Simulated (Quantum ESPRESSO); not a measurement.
# Li4P (P-62m) in Quantum ESPRESSO: reference runs

How does Li4P come out in PBE? The cell is run as given.

Program: Quantum ESPRESSO 7.5. These are calculated values, not measurements. Logs are shortened: lines on timing, memory, paths and dates and some standing lists are left out, and cuts for length are marked.

**1. The structure**

The structure is hexagonal, space group P-62m (No. 189). Conventional cell: a = 4.830 Å, b = 4.830 Å, c = 3.870 Å, α = 90.00°, β = 90.00°, γ = 120.00°. Li (site symmetry m2m) is surrounded by 1 P at 1.85 Å. Li (site symmetry -62m) has 2 P at 1.94 Å as nearest neighbours. Around P (site symmetry -62m) lie 5 Li at 1.85 to 1.94 Å.

The cell was built by a generator and needn't be a form met in nature.

**2. Single point, PBE**

Input file pw.in:

```
&CONTROL
  calculation = 'scf'
  prefix = 'pwscf'
  outdir = './tmp'
  pseudo_dir = './pseudo'
  tprnfor = .true.
  tstress = .true.
  disk_io = 'nowf'
/
&SYSTEM
  ibrav = 0
  nat = 5
  ntyp = 2
  ecutwfc = 55
  ecutrho = 440
  nbnd = 15
  occupations = 'smearing'
  smearing = 'fd'
  degauss = 0.00367493
/
&ELECTRONS
  conv_thr = 1d-09
  electron_maxstep = 120
  mixing_beta = 0.5
/
ATOMIC_SPECIES
Li     6.9400 li_pbe_v1.4.uspp.F.UPF
P     30.9738 P.pbe-n-rrkjus_psl.1.0.0.UPF
CELL_PARAMETERS angstrom
   4.8297946900    0.0000000000    0.0000000000
  -2.4148973500    4.1827249000    0.0000000000
   0.0000000000    0.0000000000    3.8701965400
ATOMIC_POSITIONS crystal
Li     0.6178541100    0.0000000000    0.0000000000
Li     0.0000000000    0.6178541100    0.0000000000
Li     0.3821458900    0.3821458900    0.0000000000
Li     0.0000000000    0.0000000000    0.5000000000
P      0.0000000000    0.0000000000    0.0000000000
K_POINTS automatic
7 7 7 0 0 0
```

Potentials or basis: SSSP 1.3 efficiency PBE.

Run with:

```
OMP_NUM_THREADS=1 pw.x -in pw.in > pw.out
```

pw.out:

```text
This program is part of the open-source Quantum ESPRESSO suite
     for quantum simulation of materials; please cite
[... 9 lines left out ...]
     --------------------
     sticks:   dense  smooth     PW     G-vecs:    dense   smooth      PW
     Sum        2527    1261    367                82267    29159    4489

     Using Slab Decomposition

     bravais-lattice index     =            0
     lattice parameter (alat)  =       9.1270  a.u.
     unit-cell volume          =     527.6156 (a.u.)^3
     number of atoms/cell      =            5
     number of atomic types    =            2
     number of electrons       =        17.00
     number of Kohn-Sham states=           15
     kinetic-energy cutoff     =      55.0000  Ry
     charge density cutoff     =     440.0000  Ry
     scf convergence threshold =      1.0E-09
     mixing beta               =       0.5000
     number of iterations used =            8  plain     mixing
     Exchange-correlation= PBE
                           (   1   4   3   4   0   0   0)

     celldm(1)=   9.126989  celldm(2)=   0.000000  celldm(3)=   0.000000
     celldm(4)=   0.000000  celldm(5)=   0.000000  celldm(6)=   0.000000

     crystal axes: (cart. coord. in units of alat)
               a(1) = (   1.000000   0.000000   0.000000 )
               a(2) = (  -0.500000   0.866025   0.000000 )
               a(3) = (   0.000000   0.000000   0.801317 )

     reciprocal axes: (cart. coord. in units 2 pi/alat)
               b(1) = (  1.000000  0.577350 -0.000000 )
               b(2) = (  0.000000  1.154701  0.000000 )
               b(3) = (  0.000000 -0.000000  1.247946 )

     PseudoPot. # 1 for Li read from file:
     li_pbe_v1.4.uspp.F.UPF
     Pseudo is Ultrasoft, Zval =  3.0
     Generated by new atomic code, or converted to UPF format
     Using radial grid of  751 points,  5 beta functions with:
                l(1) =   0
                l(2) =   0
                l(3) =   0
                l(4) =   1
                l(5) =   1
     Q(r) pseudized with 10 coefficients,  rinner =    1.150   1.150   1.150

     PseudoPot. # 2 for P  read from file:
     P.pbe-n-rrkjus_psl.1.0.0.UPF
     Pseudo is Ultrasoft + core correction, Zval =  5.0
     Generated using "atomic" code by A. Dal Corso  v.5.1
     Using radial grid of 1147 points,  6 beta functions with:
                l(1) =   0
                l(2) =   0
                l(3) =   1
                l(4) =   1
                l(5) =   2
                l(6) =   2
     Q(r) pseudized with 0 coefficients

     atomic species   valence    mass     pseudopotential
     Li                3.00     6.94000     Li( 1.00)
     P                 5.00    30.97380     P ( 1.00)

     12 Sym. Ops. (no inversion) found

   Cartesian axes

     site n.     atom                  positions (alat units)
         1        Li     tau(   1) = (   0.6178541   0.0000000   0.0000000  )
         2        Li     tau(   2) = (  -0.3089271   0.5350774   0.0000000  )
         3        Li     tau(   3) = (   0.1910729   0.3309480   0.0000000  )
         4        Li     tau(   4) = (   0.0000000   0.0000000   0.4006585  )
         5        P      tau(   5) = (   0.0000000   0.0000000   0.0000000  )

     number of k points=    32  Fermi-Dirac smearing, width (Ry)=  0.0037
                       cart. coord. in units 2pi/alat
        k(    1) = (   0.0000000   0.0000000   0.0000000), wk =   0.0058309
        k(    2) = (   0.0000000   0.0000000   0.1782779), wk =   0.0116618
        k(    3) = (   0.0000000   0.0000000   0.3565559), wk =   0.0116618
        k(    4) = (   0.0000000   0.0000000   0.5348338), wk =   0.0116618
        k(    5) = (   0.0000000   0.1649572   0.0000000), wk =   0.0349854
        k(    6) = (   0.0000000   0.1649572   0.1782779), wk =   0.0699708
[... 24 lines left out ...]
        k(   31) = (   0.2857143   0.4948717   0.3565559), wk =   0.0699708
        k(   32) = (   0.2857143   0.4948717   0.5348338), wk =   0.0699708

     Dense  grid:    82267 G-vectors     FFT dimensions: (  64,  64,  50)

     Smooth grid:    29159 G-vectors     FFT dimensions: (  45,  45,  36)

     Initial potential from superposition of free atoms

     starting charge      15.1969, renormalised to      17.0000
     Starting wfcs are   24 randomized atomic wfcs

     Self-consistent Calculation

     iteration #  1     ecut=    55.00 Ry     beta= 0.50
     Davidson diagonalization with overlap
     ethr =  1.00E-02,  avg # of iterations =  4.4

     total energy              =     -71.66687158 Ry
     estimated scf accuracy    <       0.43775648 Ry

     iteration #  2     ecut=    55.00 Ry     beta= 0.50
     Davidson diagonalization with overlap
     ethr =  2.58E-03,  avg # of iterations =  2.0

     total energy              =     -71.70164039 Ry
     estimated scf accuracy    <       0.07409560 Ry

     iteration #  3     ecut=    55.00 Ry     beta= 0.50
     Davidson diagonalization with overlap
     ethr =  4.36E-04,  avg # of iterations =  2.1

     total energy              =     -71.70567408 Ry
     estimated scf accuracy    <       0.01022062 Ry

     iteration #  4     ecut=    55.00 Ry     beta= 0.50
     Davidson diagonalization with overlap
     ethr =  6.01E-05,  avg # of iterations =  6.5

     total energy              =     -71.70828995 Ry
     estimated scf accuracy    <       0.00026298 Ry

     iteration #  5     ecut=    55.00 Ry     beta= 0.50
     Davidson diagonalization with overlap
     c_bands:  1 eigenvalues not converged
     c_bands:  1 eigenvalues not converged
     c_bands:  1 eigenvalues not converged
     ethr =  1.55E-06,  avg # of iterations =  9.3

     total energy              =     -71.70851432 Ry
     estimated scf accuracy    <       0.00006280 Ry

     iteration #  6     ecut=    55.00 Ry     beta= 0.50
     Davidson diagonalization with overlap
     ethr =  3.69E-07,  avg # of iterations =  2.0

     total energy              =     -71.70852300 Ry
     estimated scf accuracy    <       0.00000205 Ry

     iteration #  7     ecut=    55.00 Ry     beta= 0.50
     Davidson diagonalization with overlap
     ethr =  1.20E-08,  avg # of iterations =  4.8

     total energy              =     -71.70852509 Ry
     estimated scf accuracy    <       0.00000058 Ry

     iteration #  8     ecut=    55.00 Ry     beta= 0.50
     Davidson diagonalization with overlap
     ethr =  3.38E-09,  avg # of iterations =  1.7

     total energy              =     -71.70852506 Ry
     estimated scf accuracy    <       0.00000017 Ry

     iteration #  9     ecut=    55.00 Ry     beta= 0.50
     Davidson diagonalization with overlap
     ethr =  1.01E-09,  avg # of iterations =  2.1

     total energy              =     -71.70852509 Ry
     estimated scf accuracy    <       0.00000003 Ry

     iteration # 10     ecut=    55.00 Ry     beta= 0.50
     Davidson diagonalization with overlap
     ethr =  1.52E-10,  avg # of iterations =  1.9

     total energy              =     -71.70852509 Ry
     estimated scf accuracy    <          1.7E-09 Ry

     iteration # 11     ecut=    55.00 Ry     beta= 0.50
     Davidson diagonalization with overlap
     ethr =  9.99E-12,  avg # of iterations =  3.7

     End of self-consistent calculation

          k = 0.0000 0.0000 0.0000 (  3665 PWs)   bands (ev):

   -43.5496 -43.4920 -43.4920 -42.1896  -7.0637   0.0114   0.0114   0.4144
     2.0757   5.0278   7.4840   7.4840   9.2675   9.6058  11.6017

          k = 0.0000 0.0000 0.1783 (  3623 PWs)   bands (ev):

   -43.5494 -43.4920 -43.4920 -42.1894  -7.0855   0.1046   0.1046   0.1202
     2.5827   5.1621   7.5267   7.5267   7.9421   9.1467   9.1467

          k = 0.0000 0.0000 0.3566 (  3611 PWs)   bands (ev):

   -43.5489 -43.4918 -43.4918 -42.1888  -7.1348  -0.2737   0.3370   0.3370
     3.5175   5.5140   6.7819   7.0962   7.0962   8.4292   8.4292

          k = 0.0000 0.0000 0.5348 (  3660 PWs)   bands (ev):

   -43.5486 -43.4918 -43.4918 -42.1883  -7.1746  -0.4831   0.5541   0.5541
     4.3004   5.8748   6.0293   6.3492   6.3492   8.9555   8.9555

          k = 0.0000 0.1650 0.0000 (  3639 PWs)   bands (ev):

   -43.5466 -43.4943 -43.4928 -42.1896  -7.0670  -0.2117  -0.0019   0.4554
     2.5346   4.6337   7.5284   8.2156   8.8877   9.2777  10.4188

          k = 0.0000 0.1650 0.1783 (  3643 PWs)   bands (ev):

   -43.5464 -43.4942 -43.4927 -42.1894  -7.0907  -0.1774   0.0932   0.3177
     2.9342   4.7721   7.1951   7.8025   8.2038   9.0888   9.3518

          k = 0.0000 0.1650 0.3566 (  3628 PWs)   bands (ev):

   -43.5460 -43.4941 -43.4926 -42.1888  -7.1440  -0.2498   0.3263   0.3365
     3.7315   5.1445   5.9767   6.9366   7.7292   8.6269   9.1132

          k = 0.0000 0.1650 0.5348 (  3640 PWs)   bands (ev):

   -43.5456 -43.4940 -43.4924 -42.1883  -7.1869  -0.3694   0.5145   0.5568
     4.4408   5.0256   5.6279   6.1114   7.1875   8.9774   9.1257

          k = 0.0000 0.3299 0.0000 (  3635 PWs)   bands (ev):

   -43.5385 -43.5008 -43.4944 -42.1896  -7.0747  -0.5424  -0.0354   0.5517
     3.3276   4.2901   7.6905   8.0492   9.1389   9.4895  10.0179

          k = 0.0000 0.3299 0.1783 (  3625 PWs)   bands (ev):

   -43.5383 -43.5007 -43.4943 -42.1894  -7.1025  -0.4458   0.0628   0.4773
     3.5819   4.3810   6.6431   7.7191   8.7710   8.8936  10.3097

          k = 0.0000 0.3299 0.3566 (  3633 PWs)   bands (ev):

   -43.5380 -43.5005 -43.4941 -42.1888  -7.1647  -0.2154   0.3047   0.3965
     4.0096   4.5200   5.5635   6.6013   7.9289   8.8606  10.3856

          k = 0.0000 0.3299 0.5348 (  3635 PWs)   bands (ev):

   -43.5377 -43.5004 -43.4939 -42.1883  -7.2142  -0.0606   0.4437   0.5619
     3.6527   4.9941   5.4719   5.7260   7.1107   9.1849   9.8875

          k = 0.0000 0.4949 0.0000 (  3644 PWs)   bands (ev):

   -43.5283 -43.5096 -43.4957 -42.1896  -7.0811  -0.7273  -0.0663   0.6338
     3.3974   4.8850   7.5659   7.9923   8.7870   9.0317   9.7609

          k = 0.0000 0.4949 0.1783 (  3642 PWs)   bands (ev):

   -43.5282 -43.5095 -43.4956 -42.1894  -7.1122  -0.5888   0.0333   0.5868
     3.6088   4.7511   6.3624   7.7009   8.4345   9.2369  10.1182

          k = 0.0000 0.4949 0.3566 (  3644 PWs)   bands (ev):

   -43.5280 -43.5093 -43.4953 -42.1888  -7.1813  -0.2011   0.2810   0.5101
     3.8428   4.1602   5.8695   6.3973   7.7438   9.2172  10.6586

          k = 0.0000 0.4949 0.5348 (  3635 PWs)   bands (ev):

   -43.5279 -43.5091 -43.4951 -42.1883  -7.2359   0.2659   0.4208   0.5698
     2.8511   4.8309   5.4687   5.9592   6.8202   9.3258  11.0175

          k = 0.1429 0.2474 0.0000 (  3631 PWs)   bands (ev):

   -43.5410 -43.4984 -43.4942 -42.1896  -7.0726  -0.4459  -0.0533   0.5243
     3.2098   4.2466   7.6333   8.2928   9.1977   9.2078   9.8862

          k = 0.1429 0.2474 0.1783 (  3639 PWs)   bands (ev):

   -43.5409 -43.4983 -43.4941 -42.1894  -7.0992  -0.3702   0.0481   0.4413
     3.4838   4.3796   6.7665   8.0484   8.0546   9.3424   9.8864

          k = 0.1429 0.2474 0.3566 (  3636 PWs)   bands (ev):

   -43.5405 -43.4982 -43.4939 -42.1888  -7.1589  -0.2190   0.3051   0.3715
     3.9843   4.7396   5.5015   6.5733   8.0294   9.1146   9.8025

          k = 0.1429 0.2474 0.5348 (  3624 PWs)   bands (ev):

   -43.5402 -43.4981 -43.4938 -42.1883  -7.2066  -0.1568   0.4687   0.5524
     4.0086   5.0839   5.1574   5.6495   7.8746   8.8636   9.2174

          k = 0.1429 0.4124 0.0000 (  3642 PWs)   bands (ev):

   -43.5316 -43.5059 -43.4962 -42.1896  -7.0797  -0.6357  -0.1448   0.6147
     3.7134   4.3608   7.7990   7.8158   8.8048   9.3010   9.6919

          k = 0.1429 0.4124 0.1783 (  3636 PWs)   bands (ev):

   -43.5315 -43.5058 -43.4960 -42.1894  -7.1101  -0.5132  -0.0363   0.5689
     3.8814   4.3966   6.4404   7.5770   8.1467   9.4317  10.8838

          k = 0.1429 0.4124 0.3566 (  3635 PWs)   bands (ev):

   -43.5312 -43.5056 -43.4958 -42.1888  -7.1776  -0.1807   0.2432   0.4909
     3.9787   4.3270   5.5778   6.1062   8.2207   9.3670  10.5484

          k = 0.1429 0.4124 0.5348 (  3640 PWs)   bands (ev):

   -43.5310 -43.5055 -43.4955 -42.1883  -7.2311   0.1779   0.4435   0.5405
     3.2307   4.5845   5.2838   5.6469   7.9483   9.2711   9.9870

          k = 0.1429 0.5774 0.0000 (  3646 PWs)   bands (ev):

   -43.5241 -43.5125 -43.4970 -42.1897  -7.0830  -0.6990  -0.1912   0.6567
     3.6401   4.8622   7.6144   7.7884   8.7212   9.0813   9.2190

          k = 0.1429 0.5774 0.1783 (  3637 PWs)   bands (ev):

   -43.5241 -43.5124 -43.4969 -42.1894  -7.1150  -0.5567  -0.0812   0.6243
     3.7991   4.7320   6.3750   7.3883   8.0189   9.9437   9.9665

          k = 0.1429 0.5774 0.3566 (  3626 PWs)   bands (ev):

   -43.5239 -43.5121 -43.4966 -42.1888  -7.1860  -0.1570   0.2034   0.5664
     3.8493   4.1720   5.8249   5.9127   8.2042   9.6335  10.7366

          k = 0.1429 0.5774 0.5348 (  3628 PWs)   bands (ev):

   -43.5238 -43.5119 -43.4963 -42.1883  -7.2420   0.3339   0.4651   0.5569
     2.8374   4.3843   5.1853   5.8997   7.8387   9.4595  11.1756

          k = 0.2857 0.4949 0.0000 (  3637 PWs)   bands (ev):

   -43.5226 -43.5127 -43.4984 -42.1897  -7.0840  -0.5939  -0.3619   0.6667
     4.1339   4.4398   7.5448   7.8626   8.4772   8.8630   9.5000

          k = 0.2857 0.4949 0.1783 (  3647 PWs)   bands (ev):

   -43.5225 -43.5126 -43.4982 -42.1894  -7.1163  -0.4588  -0.2358   0.6430
     4.1942   4.4379   6.4927   6.9802   7.8171  10.0402  10.9834

          k = 0.2857 0.4949 0.3566 (  3629 PWs)   bands (ev):

   -43.5223 -43.5125 -43.4978 -42.1888  -7.1881  -0.0844   0.1029   0.5966
     3.9736   4.1773   5.6135   5.6606   8.4766  10.2753  10.9301

          k = 0.2857 0.4949 0.5348 (  3618 PWs)   bands (ev):

   -43.5222 -43.5124 -43.4975 -42.1883  -7.2447   0.3637   0.4711   0.5542
     3.1295   3.7162   5.3753   5.6302   9.1726   9.7867   9.9809

     the Fermi energy is     3.7172 ev

!    total energy              =     -71.70852509 Ry
     estimated scf accuracy    <          6.4E-10 Ry
     smearing contrib. (-TS)   =      -0.00126243 Ry
     internal energy E=F+TS    =     -71.70726266 Ry

     The total energy is F=E-TS. E is the sum of the following terms:
     one-electron contribution =     -44.05657071 Ry
     hartree contribution      =      20.30045468 Ry
     xc contribution           =     -18.47393021 Ry
     ewald contribution        =     -29.47721643 Ry

     convergence has been achieved in  11 iterations

     Forces acting on atoms (cartesian axes, Ry/au):

     atom    1 type  1   force =    -0.17946863   -0.00000000    0.00000000
     atom    2 type  1   force =     0.08973432   -0.15542439    0.00000000
     atom    3 type  1   force =     0.08973432    0.15542439    0.00000000
     atom    4 type  1   force =     0.00000000    0.00000000    0.00000000
     atom    5 type  2   force =    -0.00000000    0.00000000    0.00000000

     Total force =     0.310849     Total SCF correction =     0.000013

     Computing stress (Cartesian axis) and pressure

          total   stress  (Ry/bohr**3)                   (kbar)     P=      272.67
   0.00187501   0.00000000   0.00000000          275.82        0.00        0.00
   0.00000000   0.00187501   0.00000000            0.00      275.82        0.00
   0.00000000  -0.00000000   0.00181079            0.00       -0.00      266.38

=------------------------------------------------------------------------------=
   JOB DONE.
=------------------------------------------------------------------------------=
```

Run time: 53 s. Hardware: 1 thread of Intel Xeon Platinum 8488C (Sapphire Rapids), shared host; peak memory 0.35 GiB.

What came out:

| Item | Value |
| --- | --- |
| Free energy | -975.6442 eV |
| Pressure | 27.3 GPa |
| Largest force | 4.614 eV/Å |
| Band gap on the k mesh | none (metal or under the smearing width) |

Forces on the atoms (eV/Å):
```
Li  -4.614  0.000  0.000
Li   2.307 -3.996  0.000
Li   2.307  3.996  0.000
Li   0.000  0.000  0.000
P    0.000  0.000  0.000
```

Stress tensor (GPa, compression positive):
```
27.58  0.00  0.00
 0.00 27.58  0.00
 0.00  0.00 26.64
```

Caveat: so large a pressure means that the cell lies far from this level's equilibrium, or that cutoff or potentials fall short; forces of over 1 eV/Å show positions far from the minimum, so gaps and moduli don't describe the material at rest.
